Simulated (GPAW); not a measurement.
# NbRu3C (P4/mmm) in GPAW: further runs

Runs on NbRu3C. Level: PBEsol. Tasks: band structure.

All numbers are computed with GPAW 26.7.0; they aren't measurements. Logs are shortened: lines on timing, memory, paths and dates and some standing lists are left out, and cuts for length are marked. The log counts tension as positive stress, the text compression.

## (1) The crystal as given

The structure is tetragonal, space group P4/mmm (No. 123). Conventional cell: a = 4.065 Å, b = 4.065 Å, c = 3.903 Å, α = 90.00°, β = 90.00°, γ = 90.00°. Ru (site symmetry 4/mmm) has 2 C at 1.95 Å as nearest neighbours. Around Ru (site symmetry mmm) lie 2 C at 2.03 Å. Nb (site symmetry 4/mmm) is surrounded by 12 Ru at 2.82 to 2.87 Å. C (site symmetry 4/mmm) is surrounded by 6 Ru at 1.95 to 2.03 Å.

The cell comes from a database or a generator and needn't be the stable form of this composition.

## (2) Band structure, PBEsol, 12.90 Å³/atom

Input file run.py:

```python
from ase import Atoms
from ase.dft.bandgap import bandgap
from ase.io import write
from ase.units import GPa
from gpaw import GPAW, PW, setup_paths

setup_paths.insert(0, '.')

atoms = Atoms(['Ru', 'Ru', 'Ru', 'Nb', 'C'],
              cell=[[4.065138, 0.0, 0.0],
                    [0.0, 4.065138, 0.0],
                    [0.0, 0.0, 3.90253248]],
              scaled_positions=[[0.5, 0.5, 0.0],
                                [0.5, 0.0, 0.5],
                                [0.0, 0.5, 0.5],
                                [0.0, 0.0, 0.0],
                                [0.5, 0.5, 0.5]],
              pbc=True)

calc = GPAW(mode=PW(800),
            xc='PBEsol',
            kpts={'size': (5, 5, 5), 'gamma': True},
            occupations={'name': 'fermi-dirac', 'width': 0.05},
            nbands=56,
            convergence={'density': 1e-05, 'energy': 1e-05},
            maxiter=150,
            txt='gpaw.txt')
atoms.calc = calc
energy = atoms.get_potential_energy()
forces = atoms.get_forces()
stress = atoms.get_stress()
calc.write('gs.gpw')
write('result.traj', atoms)
print(f'Energy: {energy:.6f} eV')
print('Forces (eV/A):')
print(forces.round(4))
print('Stress (GPa):', (stress / GPa).round(3))
print('Fermi level:', round(calc.get_fermi_level(), 4), 'eV')
print(f'Gap: {bandgap(calc)[0]:.4f} eV, direct: {bandgap(calc, direct=True)[0]:.4f} eV')

path = atoms.cell.bandpath('GXMGZRAZ,XR,MA', npoints=100, eps=1e-4)
bs_calc = calc.fixed_density(kpts=path, symmetry='off', nbands=77,
                             convergence={'bands': 'CBM+6.0', 'eigenstates': 1e-6}, txt='bands.txt')
bs = bs_calc.band_structure()
bs.write('bs.json')
print(f'Gap on the path: {bandgap(bs_calc)[0]:.4f} eV')
```

Potentials or basis: PAW data sets generated in the run's folder for this functional, pw.

Command:

```bash
> gpaw-setup -f PBEsol C Nb Ru
> OMP_NUM_THREADS=1 python run.py
```

gpaw.txt:

```text
__  _  _
 | _ |_)|_||  |
 |__||  | ||/\| - 26.7.0

Input parameters:
  mode=PW(ecut=800.0),
  convergence={'density': 1e-05, 'energy': 1e-05},
  kpts=MonkhorstPack(size=(5, 5, 5), gamma=True),
  maxiter=150,
  nbands=56,
  occupations=Occupations(name='fermi-dirac', width=0.05),
  xc=XC(name='PBEsol')

Diagonalizing LCAO Hamiltonian
Converting LCAO to pw mode
   .---------.
  /|         |
 * |         |
 |Ru   C     |
 | |         |
 | .--Ru-----.
 |/    Ru   /
 Nb--------*

Atoms  # Å, Bohr magnetons
|   | symbol |        x |        y |        z |    initial magnetic moments |
|---|--------|----------|----------|----------|-----------------------------|
| 0 |     Ru | 2.032569 | 2.032569 | 0.000000 | ( 0.0000,  0.0000,  0.0000) |
| 1 |     Ru | 2.032569 | 0.000000 | 1.951266 | ( 0.0000,  0.0000,  0.0000) |
| 2 |     Ru | 0.000000 | 2.032569 | 1.951266 | ( 0.0000,  0.0000,  0.0000) |
| 3 |     Nb | 0.000000 | 0.000000 | 0.000000 | ( 0.0000,  0.0000,  0.0000) |
| 4 |      C | 2.032569 | 2.032569 | 1.951266 | ( 0.0000,  0.0000,  0.0000) |

Unit cell  # Å
| periodic |        x |        y |        z |  lengths |    angles |
|----------|----------|----------|----------|----------|-----------|
|      yes | 4.065138 | 0.000000 | 0.000000 | 4.065138 | 90.000000 |
|      yes | 0.000000 | 4.065138 | 0.000000 | 4.065138 | 90.000000 |
|      yes | 0.000000 | 0.000000 | 3.902532 | 3.902532 | 90.000000 |

Number of symmetries: 16
Symmetry operations  # r_c * U_cc + t_c -> r_c
|    | kind |            matrix            |
|----|------|------------------------------|
|  0 |  E   |  1, 0, 0,  0, 1, 0,  0, 0, 1 |
|  1 |  σ   |  1, 0, 0,  0, 1, 0,  0, 0,-1 |
|  2 |  σ   |  1, 0, 0,  0,-1, 0,  0, 0, 1 |
|  3 |  C2  |  1, 0, 0,  0,-1, 0,  0, 0,-1 |
|  4 |  σ   |  0, 1, 0,  1, 0, 0,  0, 0, 1 |
|  5 |  C2  |  0, 1, 0,  1, 0, 0,  0, 0,-1 |
|  6 |  C4  |  0, 1, 0, -1, 0, 0,  0, 0, 1 |
|  7 |  S4  |  0, 1, 0, -1, 0, 0,  0, 0,-1 |
|  8 |  C4  |  0,-1, 0,  1, 0, 0,  0, 0, 1 |
|  9 |  S4  |  0,-1, 0,  1, 0, 0,  0, 0,-1 |
| 10 |  σ   |  0,-1, 0, -1, 0, 0,  0, 0, 1 |
| 11 |  C2  |  0,-1, 0, -1, 0, 0,  0, 0,-1 |
| 12 |  σ   | -1, 0, 0,  0, 1, 0,  0, 0, 1 |
| 13 |  C2  | -1, 0, 0,  0, 1, 0,  0, 0,-1 |
| 14 |  C2  | -1, 0, 0,  0,-1, 0,  0, 0, 1 |
| 15 |  i   | -1, 0, 0,  0,-1, 0,  0, 0,-1 |

BZ-sampling:
  Number of BZ points: 125
  Number of IBZ points: 18

  Monkhorst-Pack size: [5, 5, 5]
  Monkhorst-Pack shift: [0, 0, 0]

K-points  # in reciprocal-cell coordinates
|     |                                coordinates |     weight |
|-----|--------------------------------------------|------------|
|   0 | (  0.00000000,   0.00000000,   0.00000000) | 0.00800000 |
|   1 | (  0.00000000,   0.00000000,   0.20000000) | 0.01600000 |
|   2 | (  0.00000000,   0.00000000,   0.40000000) | 0.01600000 |
|   3 | (  0.20000000,   0.00000000,   0.00000000) | 0.03200000 |
|   4 | (  0.20000000,   0.00000000,   0.20000000) | 0.06400000 |
|   5 | (  0.20000000,   0.00000000,   0.40000000) | 0.06400000 |
|   6 | (  0.20000000,   0.20000000,   0.00000000) | 0.03200000 |
|   7 | (  0.20000000,   0.20000000,   0.20000000) | 0.06400000 |
|   8 | (  0.20000000,   0.20000000,   0.40000000) | 0.06400000 |
|   9 | (  0.40000000,   0.00000000,   0.00000000) | 0.03200000 |
| ... |                                            |            |
|  17 | (  0.40000000,   0.40000000,   0.40000000) | 0.06400000 |

Plane wave coefficients: 3342
Cutoff: 800.0 eV

Spin-components: 1 (collinear spins)
Bands:           56
Projectors:      29
Spin-degeneracy: 2
Datatype:        complex128

Parallelization:
  kpt:    1
  domain: 1
  band:   1

Density:
  Valence electrons: 65.0
  Components: 1
  Grid points: [27 27 27]
  Charge: 0.0  # |e|

Potential:
  Grid points: [27 27 27]

species:
  Ru:
    name:    Ruthenium
    Z:       44.0
    valence: 16
    core:    28
    charge:  0.0  # [|e|]
    compensation charges:
      type: gauss
      rc: 0.39  # [Å]
      lmax: 2
    cutoffs:
      filter: 2.16  # [Å]
      core: 1.30  # [Å]
    projectors
    | kind |    occ | energy [eV] | rcut [Å] |
    |------|--------|-------------|----------|
    |   4s |  2.000 |     -76.260 |    1.281 |
    |   5s |  1.000 |      -4.265 |    1.281 |
    |   4p |  6.000 |     -46.387 |    1.286 |
    |   5p |  0.000 |      -0.866 |    1.286 |
    |   4d |  7.000 |      -5.218 |    1.254 |
    |    d |        |      21.994 |    1.254 |

    Using partial waves for Ru as LCAO basis

  Nb:
    name:    Niobium
    Z:       41.0
    valence: 13
    core:    28
    charge:  0.0  # [|e|]
    compensation charges:
      type: gauss
      rc: 0.40  # [Å]
      lmax: 2
    cutoffs:
      filter: 2.35  # [Å]
      core: 1.51  # [Å]
    projectors
    | kind |    occ | energy [eV] | rcut [Å] |
    |------|--------|-------------|----------|
    |   4s |  2.000 |     -58.318 |    1.323 |
    |   5s |  1.000 |      -4.011 |    1.323 |
    |   4p |  6.000 |     -34.497 |    1.323 |
    |   5p |  0.000 |      -1.086 |    1.323 |
    |   4d |  4.000 |      -3.056 |    1.244 |
    |    d |        |      24.155 |    1.244 |

    Using partial waves for Nb as LCAO basis

  C:
    name:    Carbon
    Z:       6.0
    valence: 4
    core:    2
    charge:  0.0  # [|e|]
    compensation charges:
      type: gauss
      rc: 0.20  # [Å]
      lmax: 2
    cutoffs:
      filter: 1.14  # [Å]
      core: 1.14  # [Å]
    projectors
    | kind |    occ | energy [eV] | rcut [Å] |
    |------|--------|-------------|----------|
    |   2s |  2.000 |     -13.648 |    0.635 |
    |   2p |  2.000 |      -5.232 |    0.635 |
    |    s |        |      13.563 |    0.635 |
    |    p |        |      21.979 |    0.635 |
    |    d |        |       0.000 |    0.635 |

    Using partial waves for C as LCAO basis

Reference energy: -474417.690201  # eV

eigensolver:
  PPCG
  Converge bands: occupied
  niter=2

density mixing:
  MSR1-Mixer
  Pratt-step length: 0.05
  Maximum mixing coefficient: 0.75
  Old densities: 10
  SVD Regularization: 0.005
  Good broyden scale: 1.0
  Trust region scale: 1.0
  Backstep threshold: 4.0
  History deletion threshold: 6.0
  Fourier metric: weight=20.0, sigma=0.015

occupation numbers:
  Fermi-Dirac:
    width: 0.0500  # eV

poisson solver:
  ecut: 6400.0  # eV

xc functional:
  name: PBEsol with 2 nearest neighbor stencil

convergence criteria:
- Maximum integral of absolute [dens]ity change: 1e-05 electrons / valence electron
- Maximum [total energy] change in last 3 cyles: 1e-05 eV / valence electron
- Maximum integral of absolute [eigenst]ate change: 4e-08 eV^2 / valence electron
maximum number of iterations: 150

SCF iterations
|iter     | |      energy | eigst |  dens |
|---------|-|-------------|-------|-------|
|iter:   1| |  -57.276966 | +0.39 |       |
|iter:   2| |  -55.973519 | -1.73 | -1.00 |
|iter:   3| |  -53.035878 | -0.95 | -1.05 |
|iter:   4| |  -55.842245 | -1.41 | -1.32 |
|iter:   5| |  -52.250094 | -1.80 | -1.13 |
|iter:   6| |  -52.196797 | -2.55 | -1.75 |
|iter:   7| |  -52.125157 | -3.26 | -1.75 |
|iter:   8| |  -52.112096 | -4.00 | -2.22 |
|iter:   9| |  -52.114253 | -4.17 | -2.58 |
|iter:  10| |  -52.111815 | -4.71 | -2.50 |
|iter:  11| |  -52.111725 | -6.51 | -3.59 |
|iter:  12| |  -52.111730c| -7.61c| -4.31 |
|iter:  13| |  -52.111726c| -7.86c| -4.76 |
|iter:  14| |  -52.111726c| -8.63c| -5.70c|

Converged in 14 steps
Energy contributions relative to reference atoms: (reference = -474417.690201)

Energy contributions:
  Kinetic:           3.947942
  Coulomb:         -18.284894
  Zero:             -0.856083
  External:          0.000000
  Xc:              -36.904103
  Entropy:          -0.029177
  Spinorbit:         0.000000
  ----------------------------
  Free energy:     -52.126314
  Extrapolated:    -52.111726

dipole moment: (-29.157785, -29.157785, -28.004116)  # |e|*Ang

Fermi level: 13.255
Eigenvalues  # (at kpt = [0.000, 0.000, 0.000])
| band index |      eig [eV] | occ [0-2] |
|------------|---------------|-----------|
|          0 |       -59.941 |     2.000 |
|        ... |               |           |
|         23 |         9.818 |     2.000 |
|         24 |         9.818 |     2.000 |
|         25 |        10.275 |     2.000 |
|         26 |        10.475 |     2.000 |
|         27 |        10.475 |     2.000 |
|         28 |        10.888 |     2.000 |
[... 8 lines left out ...]
|         37 |        16.181 |     0.000 |
|         38 |        16.507 |     0.000 |
|        ... |               |           |
|         55 |        34.095 |     0.000 |

No gap
No difference between direct/indirect transitions

Forces  # eV/Ang
|        x |        y |       z |
|----------|----------|---------|
|  0.00000 |  0.00000 | 0.00000 |  # Ru   0
|  0.00000 | -0.00000 | 0.00000 |  # Ru   1
|  0.00000 | -0.00000 | 0.00000 |  # Ru   2
| -0.00000 | -0.00000 | 0.00000 |  # Nb   3
| -0.00000 | -0.00000 | 0.00000 |  # C    4

Stress tensor  # eV/Ang^3
|        x |        y |         z |
|----------|----------|-----------|
| 0.032318 | 0.000000 |  0.000000 |
| 0.000000 | 0.032318 |  0.000000 |
| 0.000000 | 0.000000 | -0.065488 |

# Writing to gs.gpw (mode='')
```

stdout:

```text
Energy: -52.111726 eV
Forces (eV/A):
[[ 0.  0.  0.]
 [ 0. -0.  0.]
 [ 0. -0.  0.]
 [-0. -0.  0.]
 [-0. -0.  0.]]
Stress (GPa): [  5.178   5.178 -10.492   0.      0.      0.   ]
Fermi level: 13.2546 eV
Gap: 0.0000 eV, direct: 0.0000 eV
Gap on the path: 0.0000 eV
```

bands.txt:

```text
Diagonalizing LCAO Hamiltonian
Converting LCAO to pw mode
convergence criteria:
- Maximum integral of absolute [eigenst]ate change: 1e-06 eV^2 / valence electron
maximum number of iterations: 150

SCF iterations
|iter     | |      energy | eigst |  dens |
|---------|-|-------------|-------|-------|
|iter:   1| |             | +0.65 |       |
[... 105 lines left out ...]
         [0.5       , 0.5       , 0.18181818],
         [0.5       , 0.5       , 0.22727273],
         [0.5       , 0.5       , 0.27272727],
         [0.5       , 0.5       , 0.31818182],
         [0.5       , 0.5       , 0.36363636],
         [0.5       , 0.5       , 0.40909091],
         [0.5       , 0.5       , 0.45454545],
         [0.5       , 0.5       , 0.5       ]])),
  maxiter=150,
  nbands=77,
  occupations=Occupations(name='fermi-dirac', width=0.05),
  symmetry=Symmetry(point_group=False, time_reversal=False),
  xc=XC(name='PBEsol')
```

Run time: 8.8 min. Hardware: 1 thread of Arm Neoverse N1, shared host; peak memory 0.81 GiB.

What came out:

```yaml
Free_energy: -52.1263 eV
Pressure: 0.0 GPa
Band_gap_along_the_path: none (metal or under the smearing width)
```

Caveat: the density grid can change from cell to cell, which puts small steps into energies and stress.

## (3) Band structure, PBEsol, 13.17 Å³/atom

Edit run.py of step 2 so:

```diff
@@ -11,3 +11,3 @@
                     [0.0, 4.065138, 0.0],
-                    [0.0, 0.0, 3.90253248]],
+                    [0.0, 0.0, 3.98383524]],
               scaled_positions=[[0.5, 0.5, 0.0],
```

Potentials or basis: PAW data sets generated in the run's folder for this functional, pw.

Command:

```bash
> gpaw-setup -f PBEsol C Nb Ru
> OMP_NUM_THREADS=1 python run.py
```

It took 8.8 min on 1 thread of Arm Neoverse N1, shared host; peak memory 0.82 GiB.

It converged, with:

| Item | Value |
| --- | --- |
| Free energy | -52.1627 eV |
| Pressure | -6.4 GPa |
| Band gap along the path | none (metal or under the smearing width) |

Caveat: the density grid can change from cell to cell, which puts small steps into energies and stress.
